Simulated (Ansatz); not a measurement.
# H3LiO2Si (SMILES [Li][O][SiH2]O): one structure at several levels

A test off equilibrium: a structure displaced at random from a GFN2-xTB minimum is computed at several levels, and each is set against CCSD(T).

Program: Ansatz 0.2.0, Gaussian basis. Level of theory: single points in def2-TZVPP. These are calculated values, not measurements.

Correlated methods freeze the cores. The outer core shell of Li, Na, Mg and K is correlated.

### 1 Where the work starts

SMILES `[Li][O][SiH2]O`, 7 atoms, charge 0, spin multiplicity 1.

Atoms are counted from 1 here; the program's logs count them from 0.

Bond lengths: Li1–O2 1.602 Å, O2–Si3 1.569 Å, Si3–O4 1.648 Å, Si3–H5 1.491 Å, Si3–H6 1.445 Å, O4–H7 0.930 Å. Angles: Li1–O2–Si3 154.9°, O2–Si3–O4 105.2°, O2–Si3–H5 110.6°, O2–Si3–H6 113.0°, O4–Si3–H5 106.7°, O4–Si3–H6 109.8°, H5–Si3–H6 111.3°, Si3–O4–H7 116.0°.

As a file:

```xyz
7

Li   -2.3899   -0.1360   -1.4355
O    -1.0063    0.4244   -0.8534
Si    0.2808    0.3782    0.0420
O     0.2882   -1.1294    0.7084
H     1.5080    0.4802   -0.7990
H     0.2770    1.3755    1.0883
H     1.0060   -1.3251    1.2660
```

### 2 CCSD(T)/def2-TZVPP

Contents of run/in.yaml:

```yaml
crystal:
  periodic: [false, false, false]
  atoms:
    - {symbol: Li, position_ang: [-2.389900, -0.136000, -1.435500]}
    - {symbol: O, position_ang: [-1.006300, 0.424400, -0.853400]}
    - {symbol: Si, position_ang: [0.280800, 0.378200, 0.042000]}
    - {symbol: O, position_ang: [0.288200, -1.129400, 0.708400]}
    - {symbol: H, position_ang: [1.508000, 0.480200, -0.799000]}
    - {symbol: H, position_ang: [0.277000, 1.375500, 1.088300]}
    - {symbol: H, position_ang: [1.006000, -1.325100, 1.266000]}
basis:
  gaussian: {orbitals: def2-TZVPP}
correlation: {method: ccsd_t}
output: {forces: true}
```

The command line of these runs was not kept.

### 3 PBE0-D4/def2-TZVPP

Changes to run/in.yaml since step 2:

```diff
@@ -12,3 +12,3 @@
   gaussian: {orbitals: def2-TZVPP}
-correlation: {method: ccsd_t}
-output: {forces: true}
+hamiltonian: {xc: pbe0, dispersion: d4}
+output: {forces: true, orbitals: {seedname: orbitals}}
```

### 4 wB97M-V/def2-TZVPP

Changes to run/in.yaml since step 3:

```diff
@@ -12,3 +12,3 @@
   gaussian: {orbitals: def2-TZVPP}
-hamiltonian: {xc: pbe0, dispersion: d4}
-output: {forces: true, orbitals: {seedname: orbitals}}
+hamiltonian: {xc: {name: wB97M-V}}
+output: {forces: true}
```

### 5 r2SCAN-D4/def2-TZVPP

Changes to run/in.yaml since step 4:

```diff
@@ -12,3 +12,3 @@
   gaussian: {orbitals: def2-TZVPP}
-hamiltonian: {xc: {name: wB97M-V}}
+hamiltonian: {xc: r2scan, dispersion: d4}
 output: {forces: true}
```

### 6 PBE-D4/def2-TZVPP

Changes to run/in.yaml since step 5:

```diff
@@ -12,3 +12,3 @@
   gaussian: {orbitals: def2-TZVPP}
-hamiltonian: {xc: r2scan, dispersion: d4}
+hamiltonian: {xc: pbe, dispersion: d4}
 output: {forces: true}
```

### 7 wB97X-V/def2-TZVPP

Changes to run/in.yaml since step 6:

```diff
@@ -12,3 +12,3 @@
   gaussian: {orbitals: def2-TZVPP}
-hamiltonian: {xc: pbe, dispersion: d4}
+hamiltonian: {xc: {name: wB97X-V}}
 output: {forces: true}
```

### 8 CAM-B3LYP-D4/def2-TZVPP

Changes to run/in.yaml since step 7:

```diff
@@ -12,3 +12,3 @@
   gaussian: {orbitals: def2-TZVPP}
-hamiltonian: {xc: {name: wB97X-V}}
+hamiltonian: {xc: {name: CAM-B3LYP}, dispersion: d4}
 output: {forces: true}
```

(Steps that only read results are left out.)

Q: Predict the outcome of this session. Wanted: energy less free atoms, CCSD(T)/def2-TZVPP; RMS force component; RMS force error; HOMO and LUMO, PBE0-D4; T1 diagnostic.

**Answer**, as computed:

| quantity | value |
| --- | --- |
| energy less free atoms, CCSD(T)/def2-TZVPP | -2414.6 kJ/mol |
| RMS force component | 0.556 to 0.733 eV/Å over the methods |
| RMS force error | PBE0-D4 0.095, wB97M-V 0.036, r2SCAN-D4 0.071, PBE-D4 0.223, wB97X-V 0.048, CAM-B3LYP-D4 0.108 eV/Å |
| HOMO and LUMO, PBE0-D4 | -6.74 and -1.01 eV |
| T1 diagnostic | 0.012 |

What this shows: Against CCSD(T) the functionals' energies less atoms differ by -78.7 to -8.4 kJ/mol, PBE-D4 by -60.1 kJ/mol. CCSD(T) in triple zeta still lacks some correlation energy of the bonds, so part of these gaps is its own basis error and they don't rank the functionals. On forces the order runs from wB97M-V to PBE-D4. Frozen-core CCSD(T) forces in triple zeta carry basis errors of their own, and this is one geometry, so small gaps rank nothing.
